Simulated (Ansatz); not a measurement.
# CH4ClFSSi: the cost of one run

Program: Ansatz 0.2.0. Level of theory: UKS PBE/def2-SVP. These are calculated values, not measurements.

## 1. The structure to begin with

Bond lengths: F1–C2 1.384 Å, C2–S3 1.814 Å, S3–Si4 2.054 Å, Si4–Cl5 2.068 Å, C2–H6 1.096 Å, C2–H7 1.084 Å, Si4–H8 1.503 Å, Si4–H9 1.513 Å. Angles: F1–C2–S3 110.0°, F1–C2–H6 105.8°, F1–C2–H7 110.7°, S3–C2–H6 111.0°, S3–C2–H7 112.6°, H6–C2–H7 106.5°, C2–S3–Si4 100.3°, S3–Si4–Cl5 109.6°, S3–Si4–H8 109.0°, S3–Si4–H9 116.0°, Cl5–Si4–H8 104.6°, Cl5–Si4–H9 107.6°, H8–Si4–H9 109.4°.

Structure file:

```xyz
9

F     1.6913    0.3357    0.9779
C     1.4130    0.4797   -0.3697
S     0.3799   -0.8975   -0.9407
Si   -1.2618   -0.6491    0.2684
Cl   -2.2294    1.1090   -0.2292
H     2.3847    0.4778   -0.8772
H     0.9641    1.4467   -0.5672
H    -2.2612   -1.7299   -0.0362
H    -0.9922   -0.6185    1.7567
```

## 2. Relaxing end A

The input, input.yaml:

```yaml
crystal:
  periodic: [false, false, false]
  atoms:
    - { symbol: F, position_ang: [1.6913, 0.3357, 0.9779] }
    - { symbol: C, position_ang: [1.413, 0.4797, -0.3697] }
    - { symbol: S, position_ang: [0.3799, -0.8975, -0.9407] }
    - { symbol: Si, position_ang: [-1.2618, -0.6491, 0.2684] }
    - { symbol: Cl, position_ang: [-2.2294, 1.109, -0.2292] }
    - { symbol: H, position_ang: [2.3847, 0.4778, -0.8772] }
    - { symbol: H, position_ang: [0.9641, 1.4467, -0.5672] }
    - { symbol: H, position_ang: [-2.2612, -1.7299, -0.0362] }
    - { symbol: H, position_ang: [-0.9922, -0.6185, 1.7567] }
magnetization:
  spin_polarized: true
basis:
  gaussian: { orbitals: def2-SVP }
hamiltonian:
  xc: pbe
relax:
  f_tol: 0.02
  max_steps: 50
```

Run with:

```console
ansatz run input.yaml --threads 2 --pin off --max-ram 3072MiB --backend cpu --events-out ev --progress --plain --runs-dir out
```

What time and memory should one allow on 2 threads of Arm Neoverse V2, shared host?

About 36 s, with a peak of 0.21 GiB.
